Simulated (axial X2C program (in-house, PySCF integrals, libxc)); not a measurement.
**TbSH⁺: Ω levels from open-shell CI on f9 s0**

Which Ω levels does TbSH⁺ have in the configuration f9 s0, and how far apart?

Program: an in-house X2C program for linear molecules on PySCF integrals. Level of theory: two-component X2C, average-of-configuration Hartree–Fock and CI in the open shells. These are calculated values, not measurements.

All values are calculated.

## (1) Set-up

task.json reads:

```json
{"zs": [65, 16, 1], "q": 1, "bas": ["dyall-v3z", "dyall-v3z", "dyall-v3z"], "r0": 2.56, "metal": 0, "shells": [[3, [0, 1, 2, 3], 9], [0, [0], 0]], "fix": 0, "emax": 2.2, "nroots": 4, "r2": 1.34}
```

Keys: zs atomic numbers; q charge; bas basis sets; r0 starting distance in Å; metal index of the metal atom; shells open shells as [l, |m| values, electrons]; fix electron count of the first shell held; emax energy window in eV; nroots roots for each Ω; r2 second bond in Å, held.

Launch:

```sh
$ python soci.py task.json out
```

Two-component X2C with atomic mean-field Coulomb and Gaunt terms, basis Tb dyall-v3z, S dyall-v3z, H dyall-v3z (cores contracted in-house). Orbitals come from Hartree–Fock averaged over the configuration Tb f9 s0; CI then distributes these electrons over the f, s shells of Tb.

## (2) CI at Tb–S–H held linear, bonds 2.491 and 1.340 Å (the second held)

Q: Predict the outcome of this session. Wanted: lowest level of the model; next level; lowest curve, Re and ωe.

**Answer**, as computed:

| quantity | value |
| --- | --- |
| lowest level of the model | Ω = 15/2, g∥ = 19.93, 100% f9 |
| next level | Ω = 13/2, 119 cm⁻¹ higher |
| lowest curve, Re and ωe | 2.501 Å, 354.0 cm⁻¹ |

In the lowest level ⟨Sz⟩ = 2.46 and ⟨Lz⟩ = 5.04; its leading determinant has weight 0.28 among 208. The 8 lowest levels are the Ω components of the Hund's-rule level 6H15/2 of f9 (gJ = 1.333, so g∥ near 2gJΩ), split by the axial field over 464 cm⁻¹. From 2.491 to 2.939 Å the gap from the lowest to the fifth level goes from 322 to 400 cm⁻¹. Without dynamic correlation distances can be off by several hundredths of an Å, and the wavenumbers are rough. Dynamic correlation is missing, so gaps between terms are too wide and other configurations may lie lower; the lowest level listed is that of this model, not necessarily the ground state. At most 4 roots were kept for each Ω > 0 (twice that for Ω = 0) within 2.2 eV of the lowest, so higher up levels can be missing between those listed; levels with Ω > 0 are doubly degenerate and listed once, Ω = 0 levels singly. States that fill the shells left empty in the average are placed too high. The molecule was held linear; bending was not examined. Hydrosulfides and their kin are strongly bent in nature, so this linear model does not describe the real molecule.
